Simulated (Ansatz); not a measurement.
# SnNH5 (SMILES [NH2][SnH3]) at RPBEx+VWN5c/def2-TZVP (density fitting with def2-universal-jkfit, core potential, accuracy low)

Aim: a structure relaxation of SnNH5. 

Program for the calculation: Ansatz 0.2.0.

14 further runs of the same task are left out: 6 for a known fault of the program, 2 that didn't finish, 6 set aside as unsound or not needed.

### Step 1. The structure to begin with

SnNH5 has 7 atoms, charge 0, and is taken as a singlet. As SMILES, `[NH2][SnH3]`. The shape is that of a PBE0-D4/def2-TZVP optimisation. The run starts from this shape.

Bond lengths: N1–Sn2 2.032 Å, N1–H3 1.012 Å, N1–H4 1.012 Å, Sn2–H5 1.704 Å, Sn2–H6 1.704 Å, Sn2–H7 1.717 Å. Angles: N1–Sn2–H5 105.9°, N1–Sn2–H6 105.9°, N1–Sn2–H7 113.4°, Sn2–N1–H3 112.9°, Sn2–N1–H4 112.9°, H5–Sn2–H6 112.1°, H5–Sn2–H7 109.7°, H6–Sn2–H7 109.7°, H3–N1–H4 107.1°.

### Step 2. A structure relaxation at RPBEx+VWN5c/def2-TZVP (density fitting with def2-universal-jkfit, core potential, accuracy low)

The input, molecule.yaml:

```yaml
crystal:
  periodic: [false, false, false]
  atoms:
    - {symbol: N, position_ang: [-0.499600, -1.183300, 0.116600]}
    - {symbol: Sn, position_ang: [0.136800, 0.730400, -0.135600]}
    - {symbol: H, position_ang: [-0.001800, -1.844500, -0.466500]}
    - {symbol: H, position_ang: [-0.413700, -1.504900, 1.072700]}
    - {symbol: H, position_ang: [-0.115800, 1.092800, -1.781700]}
    - {symbol: H, position_ang: [-0.836300, 1.684400, 0.888000]}
    - {symbol: H, position_ang: [1.791700, 0.957100, 0.260900]}
basis:
  gaussian: {orbitals: def2-TZVP, fitting: {mean_field: def2-universal-jkfit}}
hamiltonian:
  xc:
    text: |
      exchange = rpbe_x
      correlation = vwn5_c
accuracy: low
relax: {max_steps: 60}
output: {orbitals: {seedname: orbitals}}
```

The run is started by

```console
$ ansatz run molecule.yaml --threads 1 --pin off --max-ram 2610MiB --events-out events.jsonl --progress --plain --runs-dir runs
```

What values should one expect? Wanted: total energy at the end; dipole moment; HOMO energy; LUMO energy; HOMO–LUMO gap.

**Answer.** As computed:

Level: RPBEx+VWN5c/def2-TZVP (density fitting with def2-universal-jkfit, core potential, accuracy low).

```
               quantity          value
total energy at the end  -272.99615 Eh
          dipole moment         1.17 D
            HOMO energy       -6.17 eV
            LUMO energy       -1.54 eV
          HOMO–LUMO gap        4.63 eV
```

What this shows: At the final geometry: Bond lengths: N1–Sn2 2.105 Å, N1–H3 1.022 Å, N1–H4 1.022 Å, Sn2–H5 1.730 Å, Sn2–H6 1.730 Å, Sn2–H7 1.745 Å. Angles: N1–Sn2–H5 105.5°, N1–Sn2–H6 105.5°, N1–Sn2–H7 114.5°, Sn2–N1–H3 110.5°, Sn2–N1–H4 110.5°, H5–Sn2–H6 111.9°, H5–Sn2–H7 109.7°, H6–Sn2–H7 109.7°, H3–N1–H4 105.6°. The optimisation took 5 steps and changed the energy by -0.054 eV. Mulliken charges run from -0.69 on N1 to +0.67 on Sn2; they depend strongly on the basis. The accuracy setting is loose, so the last digits carry no meaning.
